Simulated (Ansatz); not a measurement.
# TaC (quartet): the correlation ladder, def2-QZVPP

An exercise on one series of results from a longer session: the logs are not shown, and one member is left open.

Computed with Ansatz 0.2.0, Gaussian basis. Level: def2-QZVPP, core rule «outside noble gas», up to 5 orbitals frozen.

Plan: UHF; ROHF; CCSD(T) on UHF.

2 further runs of the same task are left out: 2 set aside as unsound or not needed. Runs told in other sessions of the task aren't counted.

### The system

The geometry is a PBE0/def2-TZVP stationary point (not a proven minimum) of the parent state, kept for this charge and spin. No spin-orbit coupling is included. Elements past krypton take def2 core potentials.

2 atoms, charge 0, spin multiplicity 4.

Atoms are counted from 1 here; the program's logs count them from 0.

Bond lengths: Ta1–C2 1.746 Å.

Set-up of the first run:

File in.yaml:

```yaml
crystal:
  periodic: [false, false, false]
  atoms:
    - {symbol: Ta, position_ang: [0.000000, 0.000000, 0.000000]}
    - {symbol: C, position_ang: [0.000000, 0.000000, 1.745600]}
basis:
  gaussian: {orbitals: "def2-QZVPP.json"}
magnetization: {spin_polarized: true, initial_magnetization: 3}
hamiltonian: {xc: hf}
output: {orbitals: {seedname: orbitals}}
```

The run is started by

```
> ansatz run in.yaml --threads 1 --pin off --events-out ev --progress --plain --max-ram 2816MiB --backend cpu
```

Among the steps run: UHF; ROHF; CCSD(T) on UHF.

One of the session's tables, all rows but one given; the rest of the session is left out.

```
  method  from UCCSD(T) (kcal/mol)
    ROHF                   +187.79
     UHF                   +178.21
    UMP2                    +25.87
   UCCSD                         ?
UCCSD(T)                         0
```

Estimate the missing values for UCCSD.

The run gave: from UCCSD(T) (kcal/mol): +12.41. In the column «from UCCSD(T) (kcal/mol)» it lies between UCCSD(T) (0) and UMP2 (+25.87).
